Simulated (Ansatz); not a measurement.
## Cu2BrCl in Ansatz: the effect of Hubbard term

Cu2BrCl:

```
Br Cu Cl
1.0
     1.85551    1.07128    6.04751
    -1.85551    1.07128    6.04751
     0.00000   -2.14256    6.04751
Br Cu Cl
1 2 1
Direct
  0.00000 0.00000 0.00000
  0.75160 0.75160 0.75160
  0.24840 0.24840 0.24840
  0.50000 0.50000 0.50000
```

The cell comes from a database or a generator and needn't be the stable form of this composition.

Alike in all runs:

| Item | Value |
| --- | --- |
| Program | Ansatz 0.2.0 |
| Task | projected density of states |
| Functional | PBE |
| Potentials or basis | Ansatz PAW |
| Cutoff | 420 eV (not typed: the program's choice for these potentials) |
| k mesh | 8 × 8 × 8 |
| Occupations | fermi-dirac, width 0.05 eV |
| Spin | no spin polarisation |
| Hubbard projectors | ortho-atomic (the default) |
| Double counting | fll (the default) |

```tsv
Hubbard term	gap on the mesh (eV)	pressure (GPa)
none	0.20	1.1
Cu d U = 1 eV	0.48	1.4
Cu d U = 2 eV	0.75	1.7
Cu d U = 3 eV	?	?
Cu d U = 4 eV	1.23	2.2
Cu d U = 5 eV	1.43	2.5
Cu d U = 6 eV	1.62	2.7
Cu d U = 8 eV	1.91	3.1
```

**Question.** What does the run with Hubbard term Cu d U = 3 eV give?

**Answer.** gap on the mesh 1.00 eV; pressure 2.0 GPa.

Worked out: A parabola through the other rows of the gap on the mesh, of slope 0.237 eV per eV there, gives 1.00 eV, against the run's 1.00. A straight line through the other rows of the pressure, of slope 0.253 GPa per eV, gives 1.9 GPa, against the run's 2.0.

Caveats: the density of states is complete only up to the lowest level of the last band computed.

A k mesh can miss the band edges.
